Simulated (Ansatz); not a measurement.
# CoH, space group Fm-3m: an equation of state with a fit

With Ansatz 0.2.0, Python API.

Run as a notebook:

**Cell 1**
```python
import ansatz as az
import numpy as np
from scipy.optimize import curve_fit
```

**Cell 2**
```python
SMEARING = "fermi_dirac"
CUTOFF = 500
KMESH = (11, 11, 11)
```

**Cell 3**
```python
VECTORS = np.array([
    [0.0, 1.84296171, 1.84296171],
    [1.84296171, 0.0, 1.84296171],
    [1.84296171, 1.84296171, 0.0],
])
SITES = [
    ("Co", (0.0, 0.0, 0.0), 1.8),
    ("H", (0.5, 0.5, 0.5), 0.0),
]


def build(cell):
    crystal = az.Crystal(lattice=az.Lattice.of(cell))
    for symbol, position, moment in SITES:
        crystal = crystal.atom(symbol, position, moment=moment or None)
    return crystal
```

**Cell 4**
```python
def vinet(v, e0, v0, b0, b1):
    eta = (v / v0) ** (1 / 3)
    return e0 + 2 * b0 * v0 / (b1 - 1) ** 2 * (2 - (5 + 3 * b1 * (eta - 1) - 3 * eta) * np.exp(-1.5 * (b1 - 1) * (eta - 1)))

# uniform scaling of the cell
volumes, energies, pressures = [], [], []
for scale in np.linspace(0.95, 1.07, 5):
    cell = VECTORS * scale ** (1 / 3)
    model = build(cell).calculation()
    model = model.occupations(SMEARING, width=100 * az.meV).functional(az.Functional.PBESOL)
    model = model.spin("collinear").basis(CUTOFF)
    model = model.kpoints(*KMESH)
    model = model.stress()
    data = model.run(threads=1).report
    volumes.append(abs(np.linalg.det(cell)) / len(SITES))
    energies.append(data["free_energy_ev"] / len(SITES))
    pressures.append(np.trace(data["stress_gpa"]) / 3)
    print(f"V = {volumes[-1]:8.4f} A^3/atom  F = {energies[-1]:.5f} eV/atom  P = {pressures[-1]:8.3f} GPa")

guess = (min(energies), volumes[int(np.argmin(energies))], 0.5, 4.5)
(e0, v0, b0, b1), _ = curve_fit(vinet, np.array(volumes), np.array(energies), p0=guess, maxfev=20000)
print(f"Vinet fit: V0 = {v0:.4f} A^3/atom, B0 = {160.21766 * b0:.1f} GPa, B1 = {b1:.2f}")
print("largest residual", round(1000 * float(np.abs(vinet(np.array(volumes), e0, v0, b0, b1) - energies).max()), 3), "meV/atom")
```
Output:
```text
V =   5.9467 A^3/atom  F = -2554.38258 eV/atom  P =    6.008 GPa
V =   6.1344 A^3/atom  F = -2554.38498 eV/atom  P =   -1.697 GPa
V =   6.3222 A^3/atom  F = -2554.37909 eV/atom  P =   -8.185 GPa
V =   6.5100 A^3/atom  F = -2554.36621 eV/atom  P =  -13.624 GPa
V =   6.6978 A^3/atom  F = -2554.34750 eV/atom  P =  -18.174 GPa
Vinet fit: V0 = 6.0903 A^3/atom, B0 = 238.9 GPa, B1 = 4.64
largest residual 0.004 meV/atom
```

A third-order Birch-Murnaghan fit through the 5 points (the script's own form differs a little) has its minimum at 6.09 Å³ an atom, 2.7 % below the typed cell, with a bulk modulus of 239 GPa and dB/dP = 4.7. From that minimum the energy rises by 2.6 meV an atom on the compressed side and 37.7 meV on the expanded side. The window is off centre, so dB/dP is rough.

Reading the output:
- Total energies depend on the potentials; only differences at equal settings carry meaning.
- The magnetic order follows from the starting moments and needn't be the lowest.
- For a metal this k-point mesh is coarse: on a finer one energies can move by several to tens of meV an atom and pressures by half a GPa or more, differences at one mesh by less.
- Pressure is positive in compression.
- The structure comes from a database of computed cells and needn't be a stable or known phase.
- Finished in 9.3 s on 1 thread of Intel(R) Xeon(R) Platinum 8488C (Sapphire Rapids), on a shared host, peak memory 0.44 GiB.
